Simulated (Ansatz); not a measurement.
LiY in Ansatz: convergence with ecutfock ratio

Input of the first run (ecutfock ratio 1); the others differ in this setting and in those tied to it:

The input input.yaml:

```yaml
crystal:
  lattice:
    - [3.08345958, 0.0, 0.0]
    - [-1.54172979, 2.67035433, 0.0]
    - [0.0, 0.0, 4.52844945]
  atoms:
    - { symbol: Li, position: [0.0, 0.0, 0.88879554] }
    - { symbol: "Y", position: [0.0, 0.0, 0.4055029] }
hamiltonian:
  xc: pbe0
  pseudopotentials: { kind: nc }
kpoints:
  mp_grid: { grid: [5, 5, 3] }
scf:
  occupations: { method: fermi_dirac, width: 0.1 }
  exx: { ecutfock_ratio: 1 }
output:
  forces: true
  stress: true
  eigenvalues: true
```

Potentials or basis: Ansatz NC.

Command:

```console
$ ansatz run input.yaml --threads 2 --pin off --max-ram 5632MiB --backend cpu --events-out ev --progress --plain --runs-dir out
```

The cell was built by a generator and needn't be a form met in nature.

Hardware: 2 threads of Arm Neoverse V1 (shared host).

```tsv
ecutfock ratio	energy less the tightest run, at zero smearing (meV/atom)	SCF cycles	CPU time (s)	peak memory (GiB)
1	-0.02	35	63	0.41
2	0.00	35	79	1
3	0.00	35	87	1.2
4	0.00	35	79	1.1
```

Against the tightest run, the energy stays within 1 meV/atom from 1 on. The tightest run that finished is the yardstick and may itself not be fully converged.

Caveat, for the tightest run too: the k mesh is coarse (spacing up to 0.47 Å⁻¹), so the values aren't converged, least of all with exact exchange.
